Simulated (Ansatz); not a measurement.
# RbNO3: the cost of one run

Computed with Ansatz 0.2.0 (DFT LDA, scalar-relativistic, plane waves, PAW, unless a step's input says otherwise).

### 1 The starting structure

Symmetry: R-3c, No. 167, trigonal system. Conventional cell: a = 6.052 Å, b = 6.052 Å, c = 17.222 Å, α = 90.00°, β = 90.00°, γ = 120.00°. Rb (site symmetry -3) has 6 O at 2.87 Å as nearest neighbours. N (site symmetry 32) has 3 O at 1.26 Å as nearest neighbours. Around O (site symmetry 2) lie 1 N at 1.26 Å.

Coordinates:

```xyz
10
Lattice="-3.0260 5.2412 0.0000 -6.0520 0.0000 0.0000 -3.0260 1.7471 5.7408" Properties=species:S:1:pos:R:3 pbc="T T T"
Rb    0.0000    0.0000    0.0000
Rb   -6.0520    3.4941    2.8704
N    -3.0260    1.7471    1.4352
N    -9.0780    5.2412    4.3056
O    -2.3961    2.8381    1.4352
O    -4.2858    1.7471    1.4352
O    -7.8182    5.2412    4.3056
O    -9.7079    4.1502    4.3056
O    -9.7079    6.3322    4.3056
O    -2.3961    0.6560    1.4352
```

The structure comes from the Materials Project (structure only).

### 2 The base run

input.yaml reads:

```yaml
crystal:
  lattice:
    - [-3.0259969667, 5.2411804899, 0.0]
    - [-6.0519939334, 0.0, 0.0]
    - [-3.0259969667, 1.7470601633, 5.7408191414]
  atoms:
    - { symbol: Rb, position: [0.0, 0.0, 0.0] }
    - { symbol: Rb, position: [0.5, 0.5, 0.5] }
    - { symbol: "N", position: [0.25, 0.25, 0.25] }
    - { symbol: "N", position: [0.75, 0.75, 0.75] }
    - { symbol: O, position: [0.45816402, 0.04183598, 0.25] }
    - { symbol: O, position: [0.25, 0.45816402, 0.25] }
    - { symbol: O, position: [0.75, 0.54183598, 0.75] }
    - { symbol: O, position: [0.54183598, 0.95816402, 0.75] }
    - { symbol: O, position: [0.95816402, 0.75, 0.75] }
    - { symbol: O, position: [0.04183598, 0.25, 0.25] }
basis:
  ecutwfc: 500
  fft_grid_basis: typed
kpoints:
  mp_grid: { grid: [6, 6, 6] }
hamiltonian:
  xc: lda
scf:
  occupations: { method: gaussian, width: 0.05 }
output:
  forces: true
  stress: true
  eigenvalues: true
  bader: true
  write_density: true
  volumetric_format: npy
  elf: true
```

Command:

```console
$ ansatz run input.yaml --threads 2 --pin off --max-ram 4096MiB --backend cpu --events-out ev --progress --plain --runs-dir out
```

**Question.** How long does this run take on 2 threads of Arm Neoverse V2, shared host, and how much memory does it need?

About 49 s, with a peak of 0.56 GiB.
